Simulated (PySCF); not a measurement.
# [WO2(H2O)2]2+: other functionals and bases at one geometry

An exercise on one series of results from a longer session: the logs are not shown, and one member is left open.

Computed with PySCF 2.14.0. Level: several levels, as the steps say, no spin–orbit coupling.

4 further runs of the same task are left out: 2 for a known fault of the program, 1 that didn't finish, 1 set aside as unsound or not needed.

### Where the work starts

9 atoms, charge 2, spin multiplicity 1.

Bond lengths: W1–O2 1.673 Å, W1–O3 1.673 Å, W1–O4 2.071 Å, W1–O7 2.071 Å, O4–H5 0.988 Å, O4–H6 0.989 Å, O7–H8 0.988 Å, O7–H9 0.989 Å. Angles: O2–W1–O3 104.1°, O2–W1–O4 102.4°, O2–W1–O7 102.5°, O3–W1–O4 102.5°, O3–W1–O7 102.4°, O4–W1–O7 139.0°, W1–O4–H5 125.7°, W1–O4–H6 125.6°, H5–O4–H6 107.1°, W1–O7–H8 125.7°, W1–O7–H9 125.6°, H8–O7–H9 107.1°.

As a file:

```xyz
9

W     0.0000    0.0000   -0.3829
O     0.9143    0.9514    0.6455
O    -0.9143   -0.9514    0.6455
O     1.4004   -1.3431   -1.1078
H     1.2663   -2.3165   -1.2121
H     2.3705   -1.1726   -1.1930
O    -1.4004    1.3431   -1.1078
H    -1.2663    2.3165   -1.2121
H    -2.3705    1.1726   -1.1930
```

Formal oxidation states: W +6. An earlier session relaxed this geometry at r2SCAN, W def2-SVP with ECP60, O def2-SVP, H def2-SVP (singlet, point group C2v).

At r2SCAN on the finer grid: E = -369.443885 Eh, HOMO -18.92 eV, LUMO -14.16 eV, Mulliken charge on W1 +1.47 e, largest force component 0.020 eV/Å. 

Levels to run: M06-L; revPBE; PBE; PBE0; r2SCAN, TZVP; r2SCAN, x2c-SVP. Hardware: 2 threads of Arm Neoverse V1, shared host.

Set-up of the first run:

run.py (the lines that set the calculation) reads:

```python
mol = gto.M(atom='''
W      0.00000     0.00000    -0.38286
O      0.91429     0.95141     0.64552
O     -0.91429    -0.95141     0.64552
O      1.40036    -1.34313    -1.10782
H      1.26629    -2.31652    -1.21208
H      2.37050    -1.17256    -1.19302
O     -1.40036     1.34313    -1.10782
H     -1.26629     2.31652    -1.21208
H     -2.37050     1.17256    -1.19302''',
    basis={'W': 'def2-SVP', 'O': 'def2-SVP', 'H': 'def2-SVP'},
    ecp={'W': 'def2-SVP'},
    charge=2, spin=0)
mf = dft.RKS(mol, xc='M06L')
mf.grids.atom_grid = (75, 302)
mf = mf.density_fit()  # fitting sets: W def2-universal-JKFIT, O def2-universal-JKFIT, H def2-universal-JKFIT
mf.conv_tol = 1e-08; mf.max_cycle = 55
mf.kernel(dm0)  # dm0: the density of the relaxed state
```

Run with:

```sh
> OMP_NUM_THREADS=2 python run.py
```

Among the steps run: M06-L; revPBE; PBE; PBE0; r2SCAN, TZVP; r2SCAN, x2c-SVP.

One of the session's tables, all rows but one given; the rest of the session is left out.

| level | HOMO (eV) | gap (eV) | charge on W1 (e) | dipole (D) | largest force component (eV/Å) |
| --- | --- | --- | --- | --- | --- |
| r2SCAN (relaxed here) | -18.92 | 4.76 | 1.47 | 7.08 | 0.02 |
| M06-L | -18.94 | 4.76 | 1.61 | 7.08 | 0.35 |
| revPBE | -18.45 | 4.33 | 1.33 | 6.85 | 0.83 |
| PBE | -18.50 | 4.32 | 1.30 | 6.87 | 0.79 |
| PBE0 | -20.17 | 6.82 | 1.47 | 7.19 | 1.08 |
| r2SCAN, TZVP | -18.80 | 4.74 | 1.74 | 6.96 | 0.29 |
| r2SCAN, x2c-SVP | ? | ? | ? | ? | ? |

Estimate the missing values for r2SCAN, x2c-SVP.

**Answer.** HOMO (eV): -19.22; gap (eV): 4.66; charge on W1 (e): 1.39; dipole (D): 6.86; largest force component (eV/Å): 1.02. In the column «HOMO (eV)» it lies between PBE0 (-20.17) and M06-L (-18.94).

The dipole of a charged species depends on the origin, so these sizes hold for this origin alone.

In one basis the HOMO–LUMO gap runs from 4.32 eV (PBE) to 6.82 eV (PBE0). The largest leftover force, 1.08 eV/Å with PBE0, stands at a geometry relaxed at another level. Total energies of different levels can't be compared.
